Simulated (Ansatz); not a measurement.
## C2H5ClTe, SMILES CC(Cl)[TeH]: a rigid torsion scan

Program: the Python package of Ansatz (0.2.0).

`run_torsion.py`:
```python
import warnings

import ansatz
from ase import Atoms

warnings.simplefilter("ignore", ansatz.DeckWarning)

atoms = Atoms(["C", "C", "Cl", "Te", "H", "H", "H", "H", "H"], positions=[
    [0.4634, 0.5939, -0.6172],
    [-0.3082, -0.642, -0.2224],
    [0.8444, -1.8795, 0.2496],
    [-1.5628, -0.2419, 1.4139],
    [1.0921, 0.4291, -1.5048],
    [-0.326, 1.4234, -0.9353],
    [1.0418, 1.0329, 0.2234],
    [-0.8579, -1.0043, -1.0863],
    [-0.2984, 0.2422, 2.4621],
])

first = (
    ansatz.Crystal.molecule_from_ase(atoms).calculation()
    .basis(gaussian="def2-SVP")
    .functional("pbe0")
    .relax(force_tolerance=0.02, max_steps=80)
)
atoms.positions = first.run(threads=1).report["positions_ang"]

start = atoms.get_dihedral(2, 1, 0, 4)
energies = {}
for turn in range(0, 121, 15):
    turned = atoms.copy()
    turned.set_dihedral(2, 1, 0, 4, start + turn, indices=[0, 4, 5, 6])
    model = (
        ansatz.Crystal.molecule_from_ase(turned).calculation()
        .basis(gaussian="def2-SVP")
        .correlation("MP2")
    )
    energies[round((start + turn) % 360)] = model.run(threads=1).report["free_energy_ev"]
floor = min(energies.values())
print("dihedral Cl2-C1-C0-H4 (deg)   E - E(min) (kcal/mol)")
for angle, e in sorted(energies.items()):
    print(f"{angle:8d} {23.060548 * (e - floor):14.3f}  " + "#" * int(30 * (e - floor) / max(max(energies.values()) - floor, 1e-9)))
```

```console
$ python run_torsion.py
dihedral Cl2-C1-C0-H4 (deg)   E - E(min) (kcal/mol)
      56          0.000
      71          0.834  ####
      86          2.852  ##############
     101          4.915  #########################
     116          5.789  ##############################
     131          4.925  #########################
     146          2.871  ##############
     161          0.868  ####
     176          0.054
```

Reading the output:
- The scan is rigid and the energies are electronic, in a modest basis. With rigid groups the curve can differ much from the relaxed path, the start wasn't checked as a minimum of this torsion, and equivalent turns needn't return to the same energy.
- def2 sets replace the cores of elements past krypton by effective core potentials.
- The start is relaxed with a density functional and scanned with the wavefunction method, so it isn't exactly that method's minimum.
- Hardware and time: 80 s on 1 thread of Arm Neoverse V1, with other jobs on the host, peak memory 0.3 GiB.
